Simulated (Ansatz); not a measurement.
# Sb started on an O site and an O vacancy in perovskite KTaO3, 9 atoms, charge 0

Which settings matter for this cell? A base run comes first, then runs with one to three settings changed.

Program: Ansatz 0.2.0, PAW, plane waves. These are calculated values, not measurements.

1 further run of the same task is left out (it didn't finish).

**1. Starting point**

9 atoms (2 K, 2 Ta, 4 O, 1 Sb); a = 7.971 Å, b = 3.985 Å, c = 3.985 Å, α = 90.00°, β = 90.00°, γ = 90.00°. All atoms were shaken off their sites by about 0.02 Å along each axis. Defect site 1: (0.500, 0.500, 0.500). Defect site 2: (0.250, 0.500, 0.000). Starting moments add up to 3 μB.

**2. PBEsol single point**

The input, in.yaml:

```yaml
crystal:
  lattice:
    - [7.970878, 0.000000, 0.000000]
    - [0.000000, 3.985439, 0.000000]
    - [0.000000, 0.000000, 3.985439]
  atoms:
    - { symbol: K, position: [0.000674, 0.003973, 0.002598] }
    - { symbol: K, position: [0.500617, 0.996465, 0.007035] }
    - { symbol: Ta, position: [0.251720, 0.497219, 0.500686], spin: 1 }
    - { symbol: Ta, position: [0.749356, 0.505175, 0.498798], spin: 1 }
    - { symbol: O, position: [0.749822, 0.504082, 0.996430] }
    - { symbol: O, position: [0.000795, 0.505292, 0.498721] }
    - { symbol: O, position: [0.252099, 0.002514, 0.500126] }
    - { symbol: O, position: [0.753779, 0.995147, 0.496223] }
    - { symbol: Sb, position: [0.499062, 0.496140, 0.500424], spin: 1 }
  symmetry: { detect: false }
kpoints:
  mp_grid: { grid: [1, 1, 1], shift: [0.25, 0.25, 0.25] }
hamiltonian:
  xc: pbesol
magnetization:
  spin_polarized: true
scf:
  occupations: { method: fermi_dirac, width: 0.01 }
output:
  forces: true
  eigenvalues: true
  stress: true
  populations: true
```

Launch:

```bash
ansatz run in.yaml --threads 2 --pin off --max-ram 30400MiB --runs-dir r --events-out ev --progress --plain
```

**3. Run again with mixing beta 0.4, functional RPBE, density cutoff ratio 8**

in.yaml: that of step 2 with these lines changed.

```diff
@@ -18,4 +18,5 @@
   mp_grid: { grid: [1, 1, 1], shift: [0.25, 0.25, 0.25] }
+basis: { ecutrho_ratio: 8 }
 hamiltonian:
-  xc: pbesol
+  xc: rpbe
 magnetization:
@@ -24,2 +25,4 @@
   occupations: { method: fermi_dirac, width: 0.01 }
+  max_iter: 60
+  mixing: { beta: 0.4 }
 output:
@@ -28,2 +31 @@
   stress: true
-  populations: true
```

**4. Variant: occupations fixed, at most 6 cycles**

in.yaml: that of step 3 with these lines changed.

```diff
@@ -18,5 +18,4 @@
   mp_grid: { grid: [1, 1, 1], shift: [0.25, 0.25, 0.25] }
-basis: { ecutrho_ratio: 8 }
 hamiltonian:
-  xc: rpbe
+  xc: pbesol
 magnetization:
@@ -24,5 +23,4 @@
 scf:
-  occupations: { method: fermi_dirac, width: 0.01 }
-  max_iter: 60
-  mixing: { beta: 0.4 }
+  occupations: { method: fixed }
+  max_iter: 6
 output:
```

**5. Variant: xc grid 3, dispersion D4**

in.yaml: that of step 4 with these lines changed.

```diff
@@ -18,4 +18,6 @@
   mp_grid: { grid: [1, 1, 1], shift: [0.25, 0.25, 0.25] }
+basis: { xc_grid: 3 }
 hamiltonian:
   xc: pbesol
+  dispersion: d4
 magnetization:
@@ -23,4 +25,4 @@
 scf:
-  occupations: { method: fixed }
-  max_iter: 6
+  occupations: { method: fermi_dirac, width: 0.01 }
+  max_iter: 50
 output:
```

**6. Changed settings: mixer anderson, 4 extra bands**

in.yaml: that of step 5 with these lines changed.

```diff
@@ -18,6 +18,4 @@
   mp_grid: { grid: [1, 1, 1], shift: [0.25, 0.25, 0.25] }
-basis: { xc_grid: 3 }
 hamiltonian:
   xc: pbesol
-  dispersion: d4
 magnetization:
@@ -26,3 +24,5 @@
   occupations: { method: fermi_dirac, width: 0.01 }
-  max_iter: 50
+  max_iter: 100
+  n_extra_bands: 4
+  mixing: { algorithm: anderson }
 output:
```

**7. Variant: functional revPBE**

in.yaml: that of step 6 with these lines changed.

```diff
@@ -19,3 +19,3 @@
 hamiltonian:
-  xc: pbesol
+  xc: revpbe
 magnetization:
@@ -24,5 +24,3 @@
   occupations: { method: fermi_dirac, width: 0.01 }
-  max_iter: 100
-  n_extra_bands: 4
-  mixing: { algorithm: anderson }
+  max_iter: 90
 output:
```

What does the calculation give? Wanted: for each run, settings; status; energy from base; forces from base.

**Answer**, as computed:

| settings | status | cycles | time | energy from base (meV/atom) | forces from base (eV/Å rms) | filled to empty level on the mesh (eV) |
| --- | --- | --- | --- | --- | --- | --- |
| base | converged | 15 | 3.4 s (2 CPU threads) | 0 | 0 | 0.54 |
| mixing beta 0.4, functional RPBE, density cutoff ratio 8 | converged | 15 | 4.1 s (2 CPU threads) | - | 0.144 | 0.64 |
| occupations fixed, at most 6 cycles | refused | - | 0.2 s (2 CPU threads) | - | - | - |
| xc grid 3, dispersion D4 | converged | 15 | 4.1 s (2 CPU threads) | - | 0.003 | 0.54 |
| mixer anderson, 4 extra bands | converged | 18 | 3.3 s (2 CPU threads) | 0.0 | 0.000 | 0.54 |
| functional revPBE | converged | 15 | 3 s (2 CPU threads) | - | 0.132 | 0.63 |

**Reading.** Among these variants the forces move most with mixing beta 0.4, functional RPBE, density cutoff ratio 8 (0.144 eV/Å rms) and least with mixer anderson, 4 extra bands (0.000). 1 of 5 variants gave no result: occupations fixed, at most 6 cycles (refused).
